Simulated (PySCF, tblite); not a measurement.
# C₆H₁₀Si: geometry, infrared bands and NMR shifts

Aim: predict the infrared bands and NMR shifts of C₆H₁₀Si (`C=C(C)C#CC[SiH3]`).

The runs use tblite 0.8.0 and PySCF 2.14.0, with density-fitted response routines of our own; the level of theory stands in each step. All values are computed, except where a source is named. Atoms count from 0, in the outputs and in this text.

## (1) The starting structure

17 atoms, charge 0, multiplicity 1; geometry from: force field or distance geometry start.

Bonds of the start (Å): C0–C1 1.32, C1–C2 1.48, C1–C3 1.44, C3–C4 1.21, C4–C5 1.47, C5–Si6 1.87, C0–H7 1.09, C0–H8 1.08, C2–H9 1.11, C2–H10 1.10, C2–H11 1.12, C5–H12 1.11, C5–H13 1.11, Si6–H14 1.48, Si6–H15 1.48, Si6–H16 1.46.

## (2) Geometry optimisation with GFN2-xTB

What the job is given:

```
{"job": {"kind": "relax", "xc": "GFN2-xTB", "basis": "xTB"}, "charge": 0, "multiplicity": 1}
C     -2.238500     1.780000     0.310000
C     -1.837900     0.615100    -0.160100
C     -2.749500    -0.495100    -0.519900
C     -0.427900     0.360300    -0.321000
C      0.759000     0.153200    -0.442600
C      2.195900    -0.075900    -0.643300
Si     3.122200     0.147400     0.969900
H     -3.319800     1.915000     0.413000
H     -1.571300     2.582600     0.584000
H     -3.763100    -0.246300    -0.130100
H     -2.397600    -1.469800    -0.142700
H     -2.830200    -0.589700    -1.633600
H      2.327800    -1.125400    -0.978200
H      2.636400     0.596800    -1.407500
H      2.206700     0.567400     2.059600
H      3.691200    -1.176900     1.296600
H      4.189600     1.123000     0.736000
```

On the command line:

```sh
> OMP_NUM_THREADS=1 python probes_run.py task.json out
```

The driver reads the jobs from task.json and runs them one after another.

**Question.** This job is followed by: GFN2-xTB harmonic vibrations, gas phase; GIAO PBE0/pcSseg-1 NMR shielding, non-relativistic, gas phase. What will the session give for the following? strongest single infrared mode (GFN2-xTB); zero-point energy (GFN2-xTB); 13C shifts against TMS (PBE0/pcSseg-1); 1H shifts against TMS (PBE0/pcSseg-1, means over atoms taken as alike); 29Si shifts against TMS (PBE0/pcSseg-1); surface potential, 1st and 99th percentile.

The runs gave:

| quantity | value |
| --- | --- |
| strongest single infrared mode (GFN2-xTB) | 787 cm⁻¹, 372 km/mol |
| zero-point energy (GFN2-xTB) | 81.1 kcal/mol |
| 13C shifts against TMS (PBE0/pcSseg-1) | 135.2, 127.4, 97.1, 87.4, 27.2, 1.2 ppm |
| 1H shifts against TMS (PBE0/pcSseg-1, means over atoms taken as alike) | 5.52, 5.47, 3.97, 2.00, 1.95 ppm |
| 29Si shifts against TMS (PBE0/pcSseg-1) | -69.5 ppm |
| surface potential, 1st and 99th percentile | -0.84 V and 1.03 V |

Relaxing lowered the energy by 0.237 eV in 138 steps; the close pair that moved most is C5–Si6, from 1.874 to 1.914 Å. All 45 modes are real, so the xTB geometry is a minimum. Unscaled tight-binding wavenumbers are off by several per cent, some by more. Its intensities can rank the bands wrongly. The most deshielded carbon is C1 (fully substituted alkene carbon), at 135.2 ppm: the olefinic region. At PBE0/pcSseg-1: The largest span, 274 ppm, is at C3, where the paramagnetic term is -156 ppm. At PBE0/pcSseg-1, counted by nearest atom on the grid, the HOMO lies on C0, C4 about 24 % each; C3 18 %, the LUMO on C0, C1 about 23 % each; C4 17 %.
